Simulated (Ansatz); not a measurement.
**HfF (quartet): relaxing a cheap start**

Aim: relax a generated start of HfF (quartet) and see which bonds hold.

The runs use Ansatz 0.2.0, Gaussian basis; UKS PBE0/def2-TZVP.

## 1. Starting geometry

2 atoms, charge 0, spin multiplicity 4.

Atoms are counted from 1 here; the program's logs count them from 0.

Bond lengths: Hf1–F2 2.020 Å.

The start is set by covalent radii. Sticks and bond lists go by distance. No spin-orbit coupling is included. Elements past krypton take def2 core potentials.

## 2. Relaxation

in.yaml reads:

```yaml
crystal:
  periodic: [false, false, false]
  atoms:
    - {symbol: Hf, position_ang: [0.000000, 0.000000, 0.000000]}
    - {symbol: F, position_ang: [0.000000, 0.000000, 2.020000]}
basis:
  gaussian: {orbitals: def2-TZVP}
magnetization: {spin_polarized: true, initial_magnetization: 3}
hamiltonian: {xc: pbe0}
relax: {f_tol: 0.004, max_steps: 80}
```

The run is started by

```sh
ansatz run in.yaml --threads 1 --pin off --events-out ev --progress --plain --max-ram 2176MiB
```

**Question.** What will these runs give? Wanted: energy gained; shift from the start; total energy; dipole moment; ⟨S²⟩.

**Answer**, as computed:

```
                  quantity          value
                     steps              5
             energy gained       0.154 eV
shift from the start (rms)        0.063 Å
              total energy  -4019.9758 eV
             dipole moment         3.03 D
                      ⟨S²⟩          3.753
```

In words: The bonds of the start are those of the end. Hf1–F2 went from 2.020 to 1.894 Å. No vibrations were run, so this is a stationary point, not a proven minimum, and this spin need not be the ground state's.
